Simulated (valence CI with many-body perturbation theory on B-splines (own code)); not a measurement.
# Levels and ionisation energy of K¹⁴⁺

Aim: the low levels of K¹⁴⁺, its ionisation energy, and how pure its levels are, set against NIST.

The numbers are computed with an in-house CI+MBPT code version 3 (configuration interaction of the valence electrons, many-body perturbation theory for a frozen closed Dirac-Fock core, no-pair Dirac Hamiltonian, B-spline basis), except any that are marked as measured or tabulated.

**1. Starting point**

| Quantity | Value |
| --- | --- |
| element | potassium (Z = 19, A = 39) |
| charge | +14 |
| frozen core | [He] |
| start configuration of the valence electrons | 2s2 2p1 |
| nuclear rms radius | 3.4349 fm |

**2. The run**

The run's settings:

```ini
atom K  Z=19  mass_number=39  rms_radius_fm=3.4349
core [He]
valence 2s2 2p1
avg = 1
basis = L
breit = 1
cap = 40000
capref = 1200
cscale = 1
de = 0.0
dress = 0
eps = 2e-08
h = 0.27
hh = 1
l2 = 3
lcore = 6
maxit = 60
n2 = 5
natural = 1
nlev = 60
nno = [7, 7, 6, 5, 4, 2, 1]
nroot = 26
nsp = [4, 4, 3, 2, 1, 0, 0]
pt2 = 1
qed = 1
rpa = 1
s1 = 1
s2 = 1
s3 = 1
screen = 1
tol = 2e-05
```

Launch:

```bash
python run_cv.py task.json out
```

task.json holds these settings.

What does the calculation give? Wanted: for each run, computed; tabulated.

As calculated:

| quantity | computed | tabulated |
| --- | --- | --- |
| lowest level | 2s2 2p ²P° 1/2 | 2s2 2p ²P°1/2 |
| first excitation | 2s2 2p ²P° 3/2, 3.60 eV | - |
| ionisation energy, to 2s2 ¹S J = 0 | 860.94 eV | 860.92 ± 0.25 eV (semi-empirical) |
| dipole polarisability of the lowest level | 0.04016 bohr³ | - |
| hyperfine A/(μ/I) of the lowest level | 54046 MHz | - |
| no level missing from the run's list below | 588.89 eV | - |

The ionisation energy is 0.0 eV (0.00 %) above the NIST entry, whose uncertainty is 0.25 eV. Of the added terms Breit moves the ionisation energy most, by -0.349 eV. The lowest level is 97 % 2s2 2p. Cautions: by estimate levels hold to under 0.1 % in light ions and to 0.1 to 0.5 % in heavy ones.
